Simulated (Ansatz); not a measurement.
**Os: strong compression**

The task here is to estimate one member of a computed series from the others.

Method: DFT, PBEsol, PAW with Ansatz's default frozen-core files, scalar-relativistic, in Ansatz 0.2.0.

1 further run of the same task is left out (it didn't finish). Runs told in other sessions of the task aren't counted.

### The starting structure

The structure is hexagonal, space group P6_3/mmc (No. 194). Conventional cell: a = 2.706 Å, b = 2.706 Å, c = 4.383 Å, α = 90.00°, β = 90.00°, γ = 120.00°. Around Os (site symmetry -6m2) lie 12 Os at 2.69 to 2.71 Å.

As a file:

```cif
data_structure
_symmetry_space_group_name_H-M 'P 1'
_symmetry_Int_Tables_number 1
_cell_length_a 2.7056
_cell_length_b 2.7056
_cell_length_c 4.3831
_cell_angle_alpha 90.000
_cell_angle_beta 90.000
_cell_angle_gamma 120.000
_cell_volume 27.79
loop_
_atom_site_label
_atom_site_type_symbol
_atom_site_fract_x
_atom_site_fract_y
_atom_site_fract_z
_atom_site_occupancy
Os1 Os 0.33333 0.66667 0.25000 1
Os2 Os 0.66667 0.33333 0.75000 1
```

Whether this phase is the stable one at these pressures isn't tested.

Atoms are numbered in the order of the input: Os1, Os2.

The first run:

File input.yaml:

```yaml
crystal:
  lattice:
    - [2.7056433462, 0.0, 0.0]
    - [-1.3528216731, 2.3431558714, 0.0]
    - [0.0, 0.0, 4.3831422208]
  atoms:
    - { symbol: Os, position: [0.3333333333, 0.6666666667, 0.25] }
    - { symbol: Os, position: [0.6666666667, 0.3333333333, 0.75] }
kpoints:
  mp_grid: { grid: [16, 16, 9] }
scf:
  occupations: { method: fermi_dirac, width: 0.05 }
hamiltonian:
  xc: pbesol
  pseudopotentials: { kind: paw }
output:
  forces: true
  stress: true
  write_density: true
  write_potential: true
  elf: true
  volumetric_format: npy
relax:
  f_tol: 0.005
  max_steps: 40
  cell: {}
```

Command:

```sh
$ ansatz run input.yaml --threads 1 --pin off --max-ram 2048MiB --backend cpu --events-out ev --progress --plain --runs-dir out
```

Among the steps run: Cell relaxed at zero pressure, PAW; Volume scaled by 1, PAW; Shape and atoms relaxed at 0.9 of the volume, PAW; Volume scaled by 0.9, PAW; Shape and atoms relaxed at 0.8 of the volume, PAW; Volume scaled by 0.8, PAW; Shape and atoms relaxed at 0.7 of the volume, PAW; Volume scaled by 0.7, PAW; Shape and atoms relaxed at 0.6 of the volume, PAW; Volume scaled by 0.6, PAW; Shape and atoms relaxed at 0.5 of the volume, PAW; Volume scaled by 0.5, PAW; Shape and atoms relaxed at 0.4 of the volume, PAW; Volume scaled by 0.4, PAW; Volume scaled by 0.4, PAW (cutoff 250 eV).

One table of the session follows, with a row left open; its other results are not shown here.

| method | volume over the first | volume (Å³/atom) | pressure (GPa) |
| --- | --- | --- | --- |
| PAW | 1 | 13.888 | 0.00 |
| PAW | 0.9 | 12.499 | 58.28 |
| PAW | 0.8 | 11.111 | 161.70 |
| PAW | 0.7 | 9.722 | 348.45 |
| PAW | 0.6 | 8.333 | 695.37 |
| PAW | 0.5 | ? | ? |
| PAW | 0.4 | 5.555 | 2896.79 |
| PAW (cutoff 250 eV) | 0.4 | 5.555 | 2961.65 |

**Question.** Estimate the row for PAW, 0.5.

The run gave: volume (Å³/atom): 6.944; pressure (GPa): 1381.90. In the column «volume (Å³/atom)» it lies between PAW (cutoff 250 eV), 0.4 (5.555) and PAW, 0.6 (8.333).

To keep in mind: At pressures up to 2962 GPa the PAW spheres may overlap and frozen cores may not hold, so those PAW values are rough without an all-electron check. Warnings in the runs' records: cutoff below recommended.
